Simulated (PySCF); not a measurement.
# CF3C(O)NH2: NMR shifts, electronic excitations and K edges in gas and solvents, part 2 of 2

PySCF 2.14.0. Atoms count from 0.

### 9 Excited states and response: CAM-B3LYP/def2-SVPD in chloroform

What the job is given:

```
{"job": {"kind": "uv", "xc": "CAM-B3LYP", "basis": "def2-SVPD", "solvent": "chloroform", "nstates": 6, "ntriplets": 0}, "charge": 0, "multiplicity": 1}
N      1.205346    -0.646114    -0.166631
C      0.482732     0.449968     0.137453
O      0.917553     1.518641     0.486644
C     -1.044556     0.241400     0.048179
F     -1.609083     1.236633    -0.613783
F     -1.563530     0.194209     1.269540
F     -1.359304    -0.906901    -0.574731
H      2.213819    -0.584379    -0.110741
H      0.770743    -1.496941    -0.493989
```

Method: TDDFT CAM-B3LYP/def2-SVPD, vertical, IEF-PCM chloroform (non-equilibrium linear response), core orbitals frozen in the response.

What it wrote:

```text
coarse grid: 8824 points
cycle   1  E = -506.1133667811  dE =  1.416e+00  |g| = 1.196e+00  |ddm| = 3.718e+00
cycle   2  E = -505.7697395520  dE =  3.436e-01  |g| = 1.881e+00  |ddm| = 2.544e+00
cycle   3  E = -506.3799155274  dE = -6.102e-01  |g| = 1.808e-01  |ddm| = 1.580e+00
cycle   4  E = -506.3847383592  dE = -4.823e-03  |g| = 8.740e-02  |ddm| = 2.126e-01
cycle   5  E = -506.3860932842  dE = -1.355e-03  |g| = 1.057e-02  |ddm| = 7.949e-02
cycle   6  E = -506.3861157681  dE = -2.248e-05  |g| = 3.396e-03  |ddm| = 1.450e-02
cycle   7  E = -506.3861188258  dE = -3.058e-06  |g| = 8.617e-04  |ddm| = 5.894e-03
final grid: 90176 points
cycle   8  E = -506.4582067424  dE = -2.573e-05  |g| = 4.367e-03  |ddm| = 4.775e-02
cycle   9  E = -506.4582041674  dE =  2.575e-06  |g| = 5.970e-03  |ddm| = 8.465e-03
cycle  10  E = -506.4582102822  dE = -6.115e-06  |g| = 6.025e-04  |ddm| = 4.557e-03
cycle  11  E = -506.4582103421  dE = -5.985e-08  |g| = 2.630e-04  |ddm| = 7.303e-04
cycle  12  E = -506.4582103560  dE = -1.391e-08  |g| = 4.926e-05  |ddm| = 2.855e-04
cycle  13  E = -506.4582103566  dE = -6.439e-10  |g| = 1.823e-05  |ddm| = 7.545e-05
converged SCF energy = -506.4582103566

Static polarisability (au): isotropic 46.452, principal 36.765 46.819 55.771

Singlet excitations
state   eV       nm        f      main configurations
  1   5.7111    217.1   0.00045   H->L 0.97
  2   7.2869    170.1   0.24886   H-1->L 0.93
  3   8.0872    153.3   0.01124   H-1->L+1 0.80, H-1->L+2 0.16
  4   8.3202    149.0   0.06803   H->L+1 0.79, H->L+3 0.14
  5   9.2890    133.5   0.00130   H-1->L+2 0.57, H-1->L+5 0.22, H-1->L+1 0.12
  6   9.3418    132.7   0.01853   H-1->L+3 0.87
```

Run time: 30 s. Hardware: 1 thread, shared host.

In short: HOMO -10.04 eV, LUMO 0.59 eV; lowest singlet 5.71 eV.

### 10 Core excitations: BHandHLYP/aug-pcX-1+pcseg-1

Same as in step 9 but for these lines:

```diff
@@ -1,2 +1,2 @@
-{"job": {"kind": "uv", "xc": "CAM-B3LYP", "basis": "def2-SVPD", "solvent": "chloroform", "nstates": 6, "ntriplets": 0}, "charge": 0, "multiplicity": 1}
+{"job": {"kind": "xas", "xc": "BHandHLYP", "basis": {"default": "aug-pcX-1", "H": "pcseg-1"}}, "charge": 0, "multiplicity": 1}
 N      1.205346    -0.646114    -0.166631
```

Level: core-valence-separated TDA BHandHLYP/aug-pcX-1 H:pcseg-1, K edges, non-relativistic, gas phase.

What it wrote:

```text
coarse grid: 8824 points
cycle   1  E = -506.3712851160  dE =  1.429e+00  |g| = 1.190e+00  |ddm| = 3.440e+00
cycle   2  E = -506.0750452496  dE =  2.962e-01  |g| = 1.810e+00  |ddm| = 2.137e+00
cycle   3  E = -506.6244834827  dE = -5.494e-01  |g| = 2.025e-01  |ddm| = 1.476e+00
cycle   4  E = -506.6304511762  dE = -5.968e-03  |g| = 9.217e-02  |ddm| = 1.927e-01
cycle   5  E = -506.6318545653  dE = -1.403e-03  |g| = 1.036e-02  |ddm| = 7.184e-02
cycle   6  E = -506.6318790985  dE = -2.453e-05  |g| = 4.021e-03  |ddm| = 1.235e-02
cycle   7  E = -506.6318833668  dE = -4.268e-06  |g| = 1.178e-03  |ddm| = 5.761e-03
final grid: 90176 points
cycle   8  E = -506.6601702275  dE = -1.007e-04  |g| = 3.545e-03  |ddm| = 2.983e-02
cycle   9  E = -506.6601695796  dE =  6.478e-07  |g| = 3.622e-03  |ddm| = 4.927e-03
cycle  10  E = -506.6601716106  dE = -2.031e-06  |g| = 8.058e-04  |ddm| = 2.917e-03
cycle  11  E = -506.6601717131  dE = -1.025e-07  |g| = 3.647e-04  |ddm| = 7.742e-04
cycle  12  E = -506.6601717340  dE = -2.085e-08  |g| = 4.105e-05  |ddm| = 2.490e-04
cycle  13  E = -506.6601717345  dE = -5.764e-10  |g| = 2.293e-05  |ddm| = 6.814e-05
converged SCF energy = -506.6601717345

C K edge
   eV          f      from atoms
  284.890   0.08035   C1
  289.828   0.00170   C1
  290.937   0.01381   C1
  291.167   0.04565   C3
  291.172   0.00758   C1
  291.408   0.00335   C1
  292.012   0.00439   C1
  292.114   0.02392   C1
  292.119   0.08460   C3
  292.431   0.00446   C1
  292.679   0.00076   C1
  292.877   0.01062   C1

N K edge
   eV          f      from atoms
  399.691   0.02490   N0
  400.660   0.01028   N0
  401.517   0.03713   N0
  403.115   0.00881   N0
  403.519   0.00282   N0
  403.901   0.01201   N0
  404.126   0.00248   N0
  404.588   0.00062   N0

O K edge
   eV          f      from atoms
  529.293   0.04332   O2
  533.457   0.00212   O2
  534.466   0.00188   O2
  534.786   0.00270   O2
  535.044   0.00095   O2
  535.700   0.00485   O2
  535.886   0.00345   O2
  536.114   0.00167   O2

F K edge
   eV          f      from atoms
  686.403   0.02492   F5
  686.670   0.02161   F4
  687.255   0.02145   F6
  687.725   0.00319   F6
  688.100   0.00176   F5
  688.102   0.02759   F6
  688.180   0.00146   F4
  688.497   0.01517   F4
  688.715   0.00430   F5
  688.925   0.00389   F6
  689.025   0.01357   F4
  689.228   0.01781   F5
  689.284   0.00486   F5
  689.351   0.00444   F4
  689.454   0.00417   F6
  689.649   0.00521   F4
```

Wall time 44 s (1 thread, shared host).

### 11 Comparing the runs: NMR shifts

Shifts (ppm), means over like atoms, with basis size and wall time (the measured row can stand on another reference than the computed rows):

```csv
run,C1,C3,H8,H7,N0,O2,F4,functions,time
PBE0/pcSseg-1 in acetonitrile,163.5,121.5,6.56,5.49,126.5,370.0,-89.4,129,22 s
PBE0/pcSseg-1 in chloroform,162.6,121.1,6.31,5.25,122.5,380.8,-89.8,129,16 s
WP04/pcSseg-1 in chloroform,161.9,125.2,6.46,5.49,119.0,372.1,-85.4,129,15 s
wB97X-D/pcSseg-1 in chloroform,164.4,121.2,6.32,5.29,120.2,377.5,-82.7,129,20 s
measured,–,–,–,–,–,–,-76.8,–,–
```

Measured: G. Saielli, R. Bini, A. Bagno, Computational 19F NMR. 2. Organic compounds, RSC Adv. 2014, ESI (exp. from Berger-Braun-Kalinowski 1994 and Everett 1995).

### 12 Side by side: electronic excitations

Excitations and ground-state properties, with basis size and wall time:

```csv
run,lowest singlet (eV),brightest (eV),f,gap (eV),α (Å³),μ (D),functions,time
CAM-B3LYP/def2-SVPD,5.54,7.46,0.147,10.49,5.85,4.07,168,37 s
CAM-B3LYP/def2-SVPD in acetonitrile,5.79,7.28,0.249,10.65,7.35,5.32,168,29 s
CAM-B3LYP/def2-SVPD in chloroform,5.71,7.29,0.249,10.63,6.88,4.95,168,30 s
```

The continuum's effect on the ground state:

```csv
solvent,ε,polarisation energy (Eh),μ (D)
chloroform,4.71,-0.0117,4.95
acetonitrile,35.69,-0.0172,5.32
```

### 13 What came out

What follows sums up all 2 parts.

| quantity | value |
| --- | --- |
| point group | C1 |
| rotational constants (main isotopes) | 3.81, 2.52, 2.06 GHz |
| 13C shifts against TMS (PBE0/pcSseg-1, acetonitrile) | 163.5, 121.5 ppm |
| 1H shifts against TMS (PBE0/pcSseg-1, acetonitrile) | 6.56, 5.49 ppm |
| 15N shifts against NH3 (PBE0/pcSseg-1, acetonitrile) | 126.5 ppm |
| 17O shifts against H2O (PBE0/pcSseg-1, acetonitrile) | 370.0 ppm |
| 19F shifts against CFCl3 (PBE0/pcSseg-1, acetonitrile, means over atoms taken as alike) | -89.4 ppm |
| measured, and computed on the same scale | F4 δ -76.8, -89.4 ppm |
| lowest singlet (CAM-B3LYP/def2-SVPD) | 5.54 eV (224 nm), f = 0.000 |
| brightest single state of those computed | state 2, 7.46 eV, f = 0.147 |
| C K edge | first line 284.89 eV, strongest 292.12 eV (f = 0.085) |
| N K edge | first line 399.69 eV, strongest 401.52 eV (f = 0.037) |
| O K edge | first line 529.29 eV, strongest 529.29 eV (f = 0.043) |
| range of the shift of O2 (PBE0/pcSseg-1 runs) | 370.0 to 380.8 ppm |
| range of the lowest singlet | 5.54 to 5.79 eV |

**Reading.** Over 14 steps the energy fell by 0.053 eV; of the close pairs, C3–F5 changed most, 1.345 to 1.328 Å. Vibration and temperature are missing from the calculation, and it holds one conformer, so part of the miss against the measured shifts is not the functional's. The lowest singlet, at 5.54 eV, is HOMO→LUMO 0.98 and is dark; of the 6 states computed, the strongest absorption comes from state 2 at 7.46 eV. At the C edge the strongest single line lifts a 1s electron of C3 into several orbitals, led by LUMO+12 (weight 0.23), 7.2 eV above the first line. At the N edge the strongest single line lifts a 1s electron of N0 into several orbitals, led by LUMO+2 (weight 0.32), 1.8 eV above the first line. At the O edge the strongest single line lifts a 1s electron of O2 into LUMO+1 (weight 0.89), and it is the first line. Absolute edge energies from this method are off by several eV; spacings are better. At one level, PBE0/pcSseg-1: Across the 2 runs the shift of O2 moves most, between 370.0 (PBE0/pcSseg-1 in acetonitrile) and 380.8 ppm (PBE0/pcSseg-1 in chloroform). The lowest singlet runs from 5.54 eV (CAM-B3LYP/def2-SVPD) to 5.79 eV (CAM-B3LYP/def2-SVPD in acetonitrile), while the orbital gap spans 10.49 to 10.65 eV. The lowest state need not be the same one in every run. The continuum holds electrostatics alone: no hydrogen bonds to the solvent, and the gas-phase geometry is kept.
